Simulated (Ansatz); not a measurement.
# Si: the cost of one run

All numbers below are computed with Ansatz 0.2.0 (DFT LDA, plane waves, PAW, scalar-relativistic, no spin polarisation).

## (1) The structure to begin with

The cell holds 17 atoms (Si17): a = 7.679 Å, b = 7.679 Å, c = 7.679 Å, α = 60.00°, β = 60.00°, γ = 60.00°.

Its coordinates follow in the input file.

## (2) Preparing the start

input.yaml

```yaml
crystal:
  lattice:
    - [0.0, 5.43, 5.43]
    - [5.43, 0.0, 5.43]
    - [5.43, 5.43, 0.0]
  atoms:
    - { symbol: Si, position: [0.0, 0.0, 0.0] }
    - { symbol: Si, position: [0.125, 0.125, 0.125] }
    - { symbol: Si, position: [0.0, 0.0, 0.5] }
    - { symbol: Si, position: [0.125, 0.125, 0.625] }
    - { symbol: Si, position: [0.0, 0.5, 0.0] }
    - { symbol: Si, position: [0.125, 0.625, 0.125] }
    - { symbol: Si, position: [0.0, 0.5, 0.5] }
    - { symbol: Si, position: [0.125, 0.625, 0.625] }
    - { symbol: Si, position: [0.5, 0.0, 0.0] }
    - { symbol: Si, position: [0.625, 0.125, 0.125] }
    - { symbol: Si, position: [0.5, 0.0, 0.5] }
    - { symbol: Si, position: [0.625, 0.125, 0.625] }
    - { symbol: Si, position: [0.5, 0.5, 0.0] }
    - { symbol: Si, position: [0.625, 0.625, 0.125] }
    - { symbol: Si, position: [0.5, 0.5, 0.5] }
    - { symbol: Si, position: [0.625, 0.625, 0.625] }
    - { symbol: Si, position: [0.5672677, 0.8073956, 0.8095991] }
basis:
  ecutwfc: 420.0
kpoints:
  mp_grid: { grid: [2, 2, 2] }
hamiltonian:
  xc: lda
  pseudopotentials: { kind: paw, azcp: { folder: soft_1 } }
scf:
  occupations: { method: fermi_dirac, width: 0.05 }
  lower_state_search: "off"
relax:
  f_tol: 0.08
  max_steps: 25
  adjacent_minimum: "off"
```

The run is started by

```sh
> ansatz run input.yaml --threads 1 --pin off --max-ram 3072MiB --backend cpu --events-out ev --progress --plain --runs-dir out
```

**Question.** How long does this run take on 1 thread of Intel Xeon Platinum 8259CL at 2.50GHz (Skylake/Cascade Lake), shared host, and how much memory does it need?

About 61 s, with a peak of 0.5 GiB.
